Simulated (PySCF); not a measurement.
# SbTe−: bond curves at several levels of theory

What are the lowest state that PBE0 finds, the bond length, vibrational wavenumber and bond energy of SbTe−, and how much do these hang on the method?

Computed with PySCF 2.14.0. Level: Sb def2-TZVPPD with ECP28, Te def2-TZVPPD with ECP28, scalar-relativistic core potentials.

### 1 Set-up

Settings of the job:

```yaml
atoms: Sb, Te
charge: -1
basis: Sb def2-TZVPPD with ECP28, Te def2-TZVPPD with ECP28
Hamiltonian: scalar-relativistic core potentials
basis_functions: 115
electrons_treated: 48
masses_in_u: 120.9038, 129.9062
levels: PBE0, PBE, r²SCAN, TPSS, MN15, r²SCANh, PBEsol, revPBE, ωB97X-V, HF, MP2, SCS-MP2
grid: 80 radial by 434 angular points
occupations: held fixed by the projection of orbital angular momentum
dissociation_limit: Sb + Te−, each in its ground configuration
starting_distance_in_angstrom: 2.785
values_of_2S_to_try: 0, 2, 4
```

Run with:

```bash
OMP_NUM_THREADS=2 python dia.py task.json out
```

The runs that follow: First curve: PBE0; Other states along the same grid; PBE (GGA); r²SCAN (meta-GGA); TPSS (meta-GGA); MN15 (hybrid meta-GGA); r²SCANh; PBEsol (GGA); revPBE (GGA); ωB97X-V (range-separated hybrid); UHF.

What does the calculation give? Wanted: for each run, Re; ωe; De; μ.

**Answer**, as computed:

Lowest PBE0 solution found, without spin–orbit coupling: ³Σ⁻ (triplet), unpaired electrons π ↑↑. State 2 has its PBE0 minimum 0.20 eV higher, as a spin-mixed determinant (⟨S²⟩ = 1.01), so this is no gap between pure states. State 3 has its PBE0 minimum 0.81 eV higher. State 4 has its PBE0 minimum 2.10 eV higher. The other levels ran on the lowest alone.

```
      level  Re (Å)  ωe (cm⁻¹)  De (eV)  μ (D)
        UHF   2.664      214.9     1.13  -2.02
    UHF-MP2   2.615      232.5     2.52    n/a
UHF-SCS-MP2   2.631      226.5     2.38    n/a
        PBE   2.673      210.7     2.95  -0.48
     PBEsol   2.646      218.1     3.19  -0.39
     revPBE   2.685      207.1     2.70  -0.58
       TPSS   2.664      213.2     2.87  -0.54
     r²SCAN   2.648      220.1     2.79  -0.62
    r²SCANh   2.639      223.8     2.72  -0.71
       PBE0   2.639      224.2     2.73  -0.74
       MN15   2.641      220.9     2.56  -0.82
    ωB97X-V   2.613      235.9     2.72  -0.95
```

De is counted to Sb + Te− in their ground configurations. A positive dipole points from Sb to Te; in an ion it is taken about the centre of mass and does not tell which atom is negative.

In words: Bond lengths run from 2.613 Å (ωB97X-V) to 2.685 Å (revPBE). Of the levels with a De here, UHF gives the least (1.13 eV) and PBEsol the most (3.19 eV).

Correlated steps freeze 8 core orbitals. These are scalar-relativistic numbers at best; spin–orbit coupling would shift them, the dissociation energy most. With some functionals the highest level of the anion is positive, from self-interaction error or because the anion is truly unbound there; the finite basis then holds the extra electron, and no neutral molecule was run to test the binding. With spin–orbit coupling the term label itself may not hold.
